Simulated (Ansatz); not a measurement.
# Al3Co2: the cost of one run

Program: Ansatz 0.2.0. Level of theory: DFT PBE, scalar-relativistic, plane waves, PAW. These are calculated values, not measurements.

### Step 1. The structure to begin with

The cell holds 20 atoms (Al12Co8): a = 6.894 Å, b = 6.331 Å, c = 6.432 Å, α = 89.06°, β = 92.31°, γ = 84.80°.

It is the last frame of an earlier stage of the same melt, run at 1840 K.

Its coordinates follow in the input file.

### Step 2. A single point on the frame at 1840 K

The electrons keep the Fermi-Dirac width of that temperature.

Contents of input.yaml:

```yaml
crystal:
  lattice:
    - [6.88567, 0.299837, -0.135536]
    - [0.299837, 6.323209, 0.055606]
    - [-0.135536, 0.055606, 6.430573]
  atoms:
    - { symbol: Al, position: [0.5753459142, 0.2039032778, 0.9121092175] }
    - { symbol: Al, position: [0.9698440745, 0.6020071535, 0.0542971276] }
    - { symbol: Al, position: [0.5786013308, 0.3559273416, 0.4795959754] }
    - { symbol: Al, position: [0.7320806786, 0.7671562808, 0.4222569873] }
    - { symbol: Al, position: [0.4733408533, 0.9845327165, 0.6295791455] }
    - { symbol: Al, position: [0.1757876107, 0.4095835116, 0.4328337184] }
    - { symbol: Al, position: [0.9037932099, 0.9234564649, 0.7751818897] }
    - { symbol: Al, position: [0.379415671, 0.8644622303, 0.9635430239] }
    - { symbol: Al, position: [0.1181655103, 0.8989876817, 0.3280977967] }
    - { symbol: Al, position: [0.0058752809, 0.1873308514, 0.0731184203] }
    - { symbol: Al, position: [0.8902855902, 0.4052725424, 0.6953657671] }
    - { symbol: Al, position: [0.2873658204, 0.6271492328, 0.7432501235] }
    - { symbol: Co, position: [0.7450868708, 0.9388215523, 0.0918805467] }
    - { symbol: Co, position: [0.6549124614, 0.6529927827, 0.8202652005] }
    - { symbol: Co, position: [0.8574762617, 0.1543682974, 0.3793305253] }
    - { symbol: Co, position: [0.3021323884, 0.4924613107, 0.0621987673] }
    - { symbol: Co, position: [0.382546689, 0.1253720004, 0.2486302039] }
    - { symbol: Co, position: [0.4089296896, 0.7298979428, 0.3229420528] }
    - { symbol: Co, position: [0.656397283, 0.5006046193, 0.179547526] }
    - { symbol: Co, position: [0.2216043515, 0.2392049684, 0.7908934239] }
basis:
  ecutwfc: 420
kpoints:
  mp_grid: { grid: [4, 4, 4] }
hamiltonian:
  xc: pbe
scf:
  occupations: { method: fermi_dirac, width: 0.1586 }
output:
  forces: true
  stress: true
  eigenvalues: true
  populations: true
  write_density: true
  write_potential: true
  elf: true
  volumetric_format: npy
```

Command:

```
ansatz run input.yaml --threads 2 --pin off --max-ram 5120MiB --backend cpu --events-out ev --progress --plain --runs-dir out
```

What time and memory should one allow on 2 threads of Intel Xeon at 2.50GHz (Skylake/Cascade Lake), shared host?

About 1.9 min, with a peak of 1.1 GiB.
